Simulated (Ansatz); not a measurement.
# C₃H₆AlBr: one species, many methods

One table from this session's results is given with a row withheld; the runs are named, their logs left out.

Method: functionals in def2-TZVPP, the program's frozen cores in correlated methods; program: Ansatz 0.2.0, Gaussian basis.

Plan: PBE-D4, r2SCAN-D4, PBE0-D4, B3LYP-D4, ωB97X-V, ωB97M-V, B2PLYP; CCSD(T)/def2-TZVPP; MP2/def2-QZVPP; extrapolation to the limit.

### The relaxed structure

All runs share one geometry, relaxed beforehand with PBE0-D4 in a triple-zeta def2 set.

11 atoms, charge 0, spin multiplicity 1.

Atoms are counted from 1 here; the program's logs count them from 0.

Bond lengths: C1–C2 1.517 Å, C1–H6 1.092 Å, C1–H7 1.096 Å, C1–H8 1.097 Å, C2–Al3 1.944 Å, C2–C4 1.542 Å, C2–H9 1.091 Å, Al3–C4 1.897 Å, Al3–Br5 2.545 Å, Al3–H10 1.570 Å, C4–Br5 2.048 Å, C4–H11 1.087 Å. Angles: C2–C1–H6 110.7°, C2–C1–H7 112.2°, C2–C1–H8 111.8°, H6–C1–H7 107.3°, H6–C1–H8 107.7°, H7–C1–H8 106.8°, C1–C2–Al3 117.5°, C1–C2–C4 109.9°, C1–C2–H9 112.2°, Al3–C2–C4 64.7°, Al3–C2–H9 125.6°, C4–C2–H9 116.6°, C2–Al3–C4 47.3°, C2–Al3–Br5 77.3°, C2–Al3–H10 158.7°, C4–Al3–Br5 52.5°, C4–Al3–H10 148.4°, Br5–Al3–H10 123.0° and more.

Set-up of the first run:

Input file in.yaml:

```yaml
crystal:
  periodic: [false, false, false]
  atoms:
    - {symbol: C, position_ang: [-0.632741, -0.997212, 0.924378]}
    - {symbol: C, position_ang: [-0.317325, 0.359365, 0.323138]}
    - {symbol: Al, position_ang: [1.530647, 0.721096, -0.158647]}
    - {symbol: C, position_ang: [0.014057, 0.206400, -1.174911]}
    - {symbol: Br, position_ang: [0.230754, 2.134889, -1.828475]}
    - {symbol: H, position_ang: [-0.662828, -0.939584, 2.014721]}
    - {symbol: H, position_ang: [0.115143, -1.753358, 0.657795]}
    - {symbol: H, position_ang: [-1.603675, -1.378077, 0.584006]}
    - {symbol: H, position_ang: [-1.064449, 1.109925, 0.584812]}
    - {symbol: H, position_ang: [3.093579, 0.777687, -0.023222]}
    - {symbol: H, position_ang: [-0.637761, -0.298131, -1.883194]}
basis:
  gaussian: {orbitals: def2-TZVPP}
hamiltonian: {xc: pbe, dispersion: d4}
output: {forces: true, orbitals: {seedname: orbitals}}
```

Launch:

```console
ansatz run in.yaml --threads 4 --pin off --events-out ev --progress --plain --max-ram 10444MiB
```

Steps of the session up to this table: PBE-D4 (GGA); r2SCAN-D4 (meta-GGA); PBE0-D4 (hybrid); B3LYP-D4 (hybrid); ωB97X-V (range-separated); ωB97M-V (range-separated); B2PLYP (double hybrid); CCSD(T) in def2-TZVPP; MP2 in def2-QZVPP.

One table of the session follows, with a row left open; its other results are not shown here.

```
            method  atomisation energy (kJ/mol)
            PBE-D4                       3916.3
         r2SCAN-D4                       3857.3
           PBE0-D4                       3859.1
          B3LYP-D4                       3808.5
           ωB97X-V                       3830.5
           ωB97M-V                       3833.4
            B2PLYP                       3773.9
     HF/def2-TZVPP                       2774.4
    MP2/def2-TZVPP                       3799.1
   CCSD/def2-TZVPP                       3666.2
CCSD(T)/def2-TZVPP                            ?
           MP2/CBS                       3900.1
       CCSD(T)/CBS                       3833.2
```

Q: Estimate the row for CCSD(T)/def2-TZVPP from the others.

As computed: atomisation energy (kJ/mol): 3732.2. In the column «atomisation energy (kJ/mol)» it lies between CCSD/def2-TZVPP (3666.2) and B2PLYP (3773.9).

To keep in mind: Free atoms (3 C, 1 Al, 1 Br, 6 H) were run apart at each level; the atomisation energy is their sum less the molecule, without zero-point or spin-orbit terms.
